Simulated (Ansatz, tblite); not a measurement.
**The cluster In₅Sn₅−: a ladder of methods and basis sets**

One table from this session's results is given with a row withheld; the runs are named, their logs left out.

The runs use Ansatz 0.2.0, Gaussian basis; as each input shows.

Levels to be run: GFN1-xTB, PBE-D4/def2-SVP, r2SCAN-D4/def2-SVP, PBE-D4/def2-SVPD, PBE0-D4/def2-SVPD, RPA/def2-SVPD.

8 further runs of the same task are left out: 7 that didn't finish, 1 set aside as unsound or not needed. Runs told in other sessions of the task aren't counted.

### The structure

The geometry is that of the singlet, from an earlier relaxation (PBE-D4/def2-SVP). At that level it is the lowest of the isomers that a small search found.

10 atoms, charge -1, spin multiplicity 1.

Bond lengths: In1–In4 3.089 Å, In1–Sn8 3.174 Å, In2–In3 2.980 Å, In2–In5 3.091 Å, In2–Sn7 3.102 Å, In3–In4 3.188 Å, In3–Sn7 3.135 Å, In3–Sn8 2.943 Å, In4–In5 2.934 Å, In4–Sn6 3.169 Å, In4–Sn10 3.329 Å, In5–Sn7 3.228 Å, Sn6–Sn8 3.016 Å, Sn6–Sn9 3.017 Å, Sn6–Sn10 2.987 Å, Sn7–Sn9 3.131 Å, Sn7–Sn10 2.927 Å and more. Angles: In4–In1–Sn8 65.4°, In3–In2–In5 104.6°, In3–In2–Sn7 62.0°, In5–In2–Sn7 62.8°, In2–In3–In4 69.3°, In2–In3–Sn7 60.9°, In2–In3–Sn8 135.6°, In4–In3–Sn7 65.4°, In4–In3–Sn8 66.8°, Sn7–In3–Sn8 105.2°, In1–In4–In3 106.6°, In1–In4–In5 149.4°, In1–In4–Sn6 61.4°, In1–In4–Sn10 112.1°, In3–In4–In5 103.3°, In3–In4–Sn6 95.7° and more.

In, Sn take a core potential in the def2 sets. No spin-orbit coupling is included. The ion is computed in the gas phase, without counter-ions or solvent.

PBE0-D4/def2-SVP was run before; its log isn't repeated, and its numbers join the tables.

Set-up of the first run:

Tight binding, by tblite at 300 K electronic temperature and without a spin-polarisation term:

```python
tblite.interface.Calculator('GFN1-xTB', numbers, positions, charge=-1, uhf=0).singlepoint()
```

start.molden holds the orbitals of an earlier run on this state, given as this run's starting guess.

Contents of in.yaml:

```yaml
crystal:
  periodic: [false, false, false]
  atoms:
    - {symbol: In, position_ang: [0.836079, -4.893436, -2.844120]}
    - {symbol: In, position_ang: [1.709957, 1.299067, -2.127512]}
    - {symbol: In, position_ang: [-0.253779, -0.455165, -0.731516]}
    - {symbol: In, position_ang: [2.087787, -2.191560, -2.022263]}
    - {symbol: In, position_ang: [4.343982, -0.318024, -2.122489]}
    - {symbol: Sn, position_ang: [1.969384, -4.523134, 0.120021]}
    - {symbol: Sn, position_ang: [2.568541, -0.000914, 0.554463]}
    - {symbol: Sn, position_ang: [-0.728300, -3.354160, -0.551408]}
    - {symbol: Sn, position_ang: [0.912676, -2.307213, 1.874365]}
    - {symbol: Sn, position_ang: [4.104274, -2.491561, 0.609459]}
basis:
  gaussian: {orbitals: def2-SVP, initial_orbitals: start.molden}
total_charge: -1
hamiltonian: {xc: pbe, dispersion: d4}
scf: {omitted_lower_state_checks: [starts]}
output: {orbitals: {seedname: orbitals}}
```

Launch:

```console
ansatz run in.yaml --threads 4 --pin off --events-out ev --progress --plain --max-ram 6963MiB
```

Among the steps run: PBE-D4/def2-SVP; r2SCAN-D4/def2-SVP; PBE-D4/def2-SVPD; PBE0-D4/def2-SVPD; RPA/def2-SVPD.

One of the session's tables, all rows but one given; the rest of the session is left out.

It belongs to the step «Levels side by side». 

```
             level  HOMO (eV)  LUMO (eV)  gap (eV)
   PBE-D4/def2-SVP      -1.11      -0.31      0.80
  PBE-D4/def2-SVPD          ?          ?         ?
r2SCAN-D4/def2-SVP      -1.30      -0.38      0.92
  PBE0-D4/def2-SVP      -1.71       0.07      1.78
 PBE0-D4/def2-SVPD      -1.72       0.06      1.78
```

Estimate the missing values for PBE-D4/def2-SVPD.

As computed: HOMO (eV): -1.15; LUMO (eV): -0.35; gap (eV): 0.80. In the column «HOMO (eV)» it lies between r2SCAN-D4/def2-SVP (-1.30) and PBE-D4/def2-SVP (-1.11).
